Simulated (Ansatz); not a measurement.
# CH₄Ge, SMILES [CH3][GeH]: vertical and adiabatic energies of changing the electron count

Program: the Ansatz DFT code, driven from Python.

Typed at the interpreter:
```pycon
>>> import itertools
>>> import ansatz
>>> from ase import Atoms
>>> from ase.data import atomic_numbers, covalent_radii
>>> import numpy as np
>>> SETTINGS = {
...     "basis": "def2-SVP",
...     "xc": "b3lyp",
...     "net_charge": 1,
... }
>>> atoms = Atoms(["C", "Ge", "H", "H", "H", "H"], positions=[
...     (-0.0717, -0.4574, -0.4196),
...     (0.7359, 0.2977, 1.1597),
...     (-1.2484, -0.4672, -0.2798),
...     (0.349, -1.4168, -0.6455),
...     (0.0919, 0.2454, -1.3117),
...     (0.1854, 1.7343, 1.4506),
... ])
>>> mol = ansatz.Crystal.molecule_from_ase(atoms)
>>> setup = (
...     mol.calculation()
...     .basis(gaussian=SETTINGS["basis"])  # the orbital basis, by name
...     .functional(SETTINGS["xc"])
... )
>>> symbols = [site.symbol for site in mol.cartesian_sites]
>>> start = np.array([site.position_ang for site in mol.cartesian_sites], dtype=float)
>>> data = setup.relax(force_tolerance=0.01).run(threads=1, pin="off").report
>>> end = np.array(data["positions_ang"])
>>> minimum = ansatz.Crystal.molecule()
>>> for symbol, place in zip(symbols, end):
...     minimum = minimum.atom(symbol, place.tolist())
...
>>> ion = minimum.calculation()
>>> ion = ion.basis(gaussian=SETTINGS["basis"])
>>> ion = ion.functional(SETTINGS["xc"])
>>> ion = ion.charge(SETTINGS["net_charge"]).spin("collinear", total=1)
>>> vertical = ion.run(threads=1, pin="off").report
>>> settled = ion.relax(force_tolerance=0.01, max_steps=80).run(threads=1, pin="off").report
>>> print(f"vertical ionisation energy   {vertical['free_energy_ev'] - data['free_energy_ev']:.3f} eV")
vertical ionisation energy   8.796 eV
>>> print(f"adiabatic, no zero point     {settled['free_energy_ev'] - data['free_energy_ev']:.3f} eV")
adiabatic, no zero point     8.378 eV
>>> print(f"relaxation energy of the ion {vertical['free_energy_ev'] - settled['free_energy_ev']:.3f} eV")
relaxation energy of the ion 0.418 eV
>>> ionised = np.array(settled["positions_ang"])
>>> # pairs closer than 1.2 times the sum of covalent radii, before or after
>>> radius = [covalent_radii[atomic_numbers[s]] for s in symbols]
>>> span = lambda where, i, j: np.linalg.norm(where[i] - where[j])
>>> bonded = [(i, j) for i, j in itertools.combinations(range(len(symbols)), 2) if min(span(end, i, j), span(ionised, i, j)) < 1.2 * (radius[i] + radius[j])]
>>> print("pair        before    after (A)")
pair        before    after (A)
>>> for i, j in bonded:
...     print(f"{symbols[i]}{i}-{symbols[j]}{j}".ljust(10), f"{span(end, i, j):8.4f} {span(ionised, i, j):8.4f}")
...
C0-Ge1       2.0100   1.9476
C0-H2        1.1053   1.1072
C0-H3        1.0998   1.0977
C0-H4        1.1051   1.1072
Ge1-H5       1.6088   1.5703
```

Notes:
- The energies are electronic: no zero-point or thermal terms, and the basis set is short of its limit. The product may relax into another structure. The relaxation finds the nearest minimum, so the adiabatic value is an upper bound.
- b3lyp holds the VWN-RPA fit, as in Gaussian; the form of ORCA and Turbomole is b3lyp5.
- It ran for 58 s on 1 thread of Arm Neoverse N1, on a shared host, peak memory 0.23 GiB.
